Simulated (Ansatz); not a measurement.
# Cu, space group Cmcm: a convergence test of the k-point mesh

Program: the Ansatz DFT code, driven from Python.

The script reads `cu.vasp`:
```text
Cu
1.0
   1.21846369   -3.97637801    0.00000000
   1.21846369    3.97637801    0.00000000
   0.00000000    0.00000000    2.47549552
Cu
2
Direct
   0.13386665    0.86613335    0.25000000
   0.86613335    0.13386665    0.75000000
```

Typed at the interpreter:
```pycon
>>> import warnings
>>> import ansatz as az
>>> from ase.io import read
>>> import pandas as pd
>>> warnings.simplefilter('ignore', az.DeckWarning)
>>> atoms = read('cu.vasp', format='vasp')
>>> cu = az.Crystal.from_ase(atoms)
>>> model = cu.calculation()
>>> model = model.functional('lda')
>>> model = model.basis(18 * az.Ha)
>>> model = model.occupations(az.OccupationsMethod.COLD, width=0.1)
>>> model = model.scf(tolerance=1e-10)
>>> model = model.forces()
>>> model = model.stress()
>>> rows = []
>>> for value in [0.9, 0.7, 0.55, 0.45, 0.35]:
...     rep = model.kpoints(spacing=value).run().report
...     rows.append((value, rep['free_energy_ev'] / len(rep['lattice']['sites']), rep['n_iterations'], sum(rep['stress_gpa'][i][i] for i in range(3)) / 3, max(abs(f) for row in rep['forces_ev_ang'] for f in row), rep['n_kpoints']))
...
>>> table = pd.DataFrame(rows, columns=['spacing (1/A)', 'F/atom (eV)', 'iterations', 'P (GPa)', 'max component (eV/A)', 'k-points'])
>>> table.round(5)
   spacing (1/A)  F/atom (eV)  iterations  P (GPa)  max component (eV/A)  k-points
0           0.90  -6555.65564           8 -8.20518               0.23448         8
1           0.70  -6555.49639           7 -7.79527               0.05834        21
2           0.55  -6555.55503           7 -7.57525               0.04541        27
3           0.45  -6555.53389           7 -7.61458               0.03616        52
4           0.35  -6555.53581           7 -7.69735               0.04804       105
>>> for row in rows[:-1]:
...     shift = 1000 * (row[1] - rows[-1][1])
...     print(f'{row[0]}: {shift:+.2f} meV/atom' + ('  (within 2 meV)' if abs(shift) < 2 else ''))
...
0.9: -119.83 meV/atom
0.7: +39.42 meV/atom
0.55: -19.22 meV/atom
0.45: +1.92 meV/atom  (within 2 meV)
```

From a spacing of 0.45 (6×6×6) on it stays within 2 meV an atom of the value at a spacing of 0.35 (8×8×8); the first row (a spacing of 0.9 (3×3×3)) is off by 119.8 meV and the last but one by 1.92 meV. That rests on few rows after larger swings, so the series isn't shown to be converged. It goes up and down, since the sum over k-points isn't variational. The pressure moves from -8.21 to -7.70 GPa.

Pressure is positive in compression. At these settings the cell as given stands under about -8 GPa, so it isn't at this functional's equilibrium volume. This isn't the structure that Cu takes at ambient conditions. Shifts are counted from the finest mesh, which is itself no proven limit. Run time: 8.2 s on 1 thread of Arm Neoverse V2, on a shared host, peak memory 0.48 GiB.
